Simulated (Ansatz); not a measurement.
# CH₈FNO₂Si₂: one species, many methods

An exercise on one series of results from a longer session: the logs are not shown, and one member is left open.

Method: functionals in def2-TZVPP, the program's frozen cores in correlated methods; program: Ansatz 0.2.0, Gaussian basis.

The runs, in order: PBE-D4, r2SCAN-D4, PBE0-D4, B3LYP-D4, ωB97X-V, ωB97M-V, B2PLYP; CCSD(T)/def2-TZVPP; MP2/def2-QZVPP; extrapolation to the limit.

## The geometry

An earlier PBE0-D4 in a triple-zeta def2 set relaxation fixed the geometry.

15 atoms, charge 0, spin multiplicity 1.

Atoms are counted from 1 here; the program's logs count them from 0.

Bond lengths: C1–N2 1.468 Å, C1–H8 1.095 Å, C1–H9 1.091 Å, C1–H10 1.095 Å, N2–Si3 1.740 Å, N2–Si5 1.693 Å, Si3–O4 1.633 Å, Si3–H11 1.489 Å, Si3–H12 1.485 Å, O4–H13 0.964 Å, Si5–O6 1.644 Å, Si5–F7 1.595 Å, Si5–H14 1.479 Å, O6–H15 0.959 Å. Angles: N2–C1–H8 111.9°, N2–C1–H9 111.1°, N2–C1–H10 110.4°, H8–C1–H9 108.4°, H8–C1–H10 108.0°, H9–C1–H10 106.8°, C1–N2–Si3 113.6°, C1–N2–Si5 118.9°, Si3–N2–Si5 127.5°, N2–Si3–O4 110.8°, N2–Si3–H11 106.9°, N2–Si3–H12 110.3°, O4–Si3–H11 113.0°, O4–Si3–H12 107.6°, H11–Si3–H12 108.2°, Si3–O4–H13 114.8°, N2–Si5–O6 107.0°, N2–Si5–F7 108.8° and more.

As a file:

```xyz
15
CH8FNO2Si2
C     1.26084   -1.33457   -0.41156
N     0.23689   -0.32885   -0.10181
Si   -1.08158   -0.94906    0.84899
O    -2.21451    0.20190    1.08844
Si    0.41645    1.23764   -0.71858
O    -0.44930    2.24070    0.25438
F     1.96236    1.63034   -0.68172
H     0.95594   -1.98789   -1.23527
H     2.20764   -0.86254   -0.67882
H     1.45568   -1.96338    0.46372
H    -0.49685   -1.46255    2.11885
H    -1.73463   -2.08285    0.14620
H    -1.87346    1.10322    1.12784
H     0.01738    1.44955   -2.12682
H    -0.66286    3.10832   -0.09385
```

Set-up of the first run:

in.yaml

```yaml
crystal:
  periodic: [false, false, false]
  atoms:
    - {symbol: C, position_ang: [1.260837, -1.334574, -0.411555]}
    - {symbol: N, position_ang: [0.236889, -0.328849, -0.101805]}
    - {symbol: Si, position_ang: [-1.081577, -0.949063, 0.848994]}
    - {symbol: O, position_ang: [-2.214509, 0.201898, 1.088438]}
    - {symbol: Si, position_ang: [0.416452, 1.237640, -0.718579]}
    - {symbol: O, position_ang: [-0.449299, 2.240702, 0.254385]}
    - {symbol: F, position_ang: [1.962365, 1.630342, -0.681717]}
    - {symbol: H, position_ang: [0.955936, -1.987888, -1.235266]}
    - {symbol: H, position_ang: [2.207641, -0.862538, -0.678817]}
    - {symbol: H, position_ang: [1.455676, -1.963375, 0.463722]}
    - {symbol: H, position_ang: [-0.496848, -1.462549, 2.118852]}
    - {symbol: H, position_ang: [-1.734627, -2.082852, 0.146197]}
    - {symbol: H, position_ang: [-1.873464, 1.103225, 1.127840]}
    - {symbol: H, position_ang: [0.017381, 1.449550, -2.126820]}
    - {symbol: H, position_ang: [-0.662863, 3.108320, -0.093851]}
basis:
  gaussian: {orbitals: def2-TZVPP}
hamiltonian: {xc: pbe, dispersion: d4}
output: {forces: true, orbitals: {seedname: orbitals}}
```

Run with:

```console
ansatz run in.yaml --threads 2 --pin off --events-out ev --progress --plain --max-ram 32768MiB --backend cuda --devices 0, --max-vram 18GiB
```

Among the steps run: PBE-D4 (GGA); r2SCAN-D4 (meta-GGA); PBE0-D4 (hybrid); B3LYP-D4 (hybrid); ωB97X-V (range-separated); ωB97M-V (range-separated); B2PLYP (double hybrid); CCSD(T) in def2-TZVPP; MP2 in def2-QZVPP.

One table of the session follows, with a row left open; its other results are not shown here.

```
            method  atomisation energy (kJ/mol)
            PBE-D4                       5808.6
         r2SCAN-D4                       5753.2
           PBE0-D4                       5704.4
          B3LYP-D4                       5747.0
           ωB97X-V                       5783.0
           ωB97M-V                       5781.9
            B2PLYP                       5694.8
     HF/def2-TZVPP                       4154.4
    MP2/def2-TZVPP                            ?
   CCSD/def2-TZVPP                       5531.5
CCSD(T)/def2-TZVPP                       5612.5
           MP2/CBS                       5907.4
       CCSD(T)/CBS                       5787.6
```

**Question.** Estimate the row for MP2/def2-TZVPP.

The run gave: atomisation energy (kJ/mol): 5732.3. In the column «atomisation energy (kJ/mol)» it lies between PBE0-D4 (5704.4) and B3LYP-D4 (5747.0).
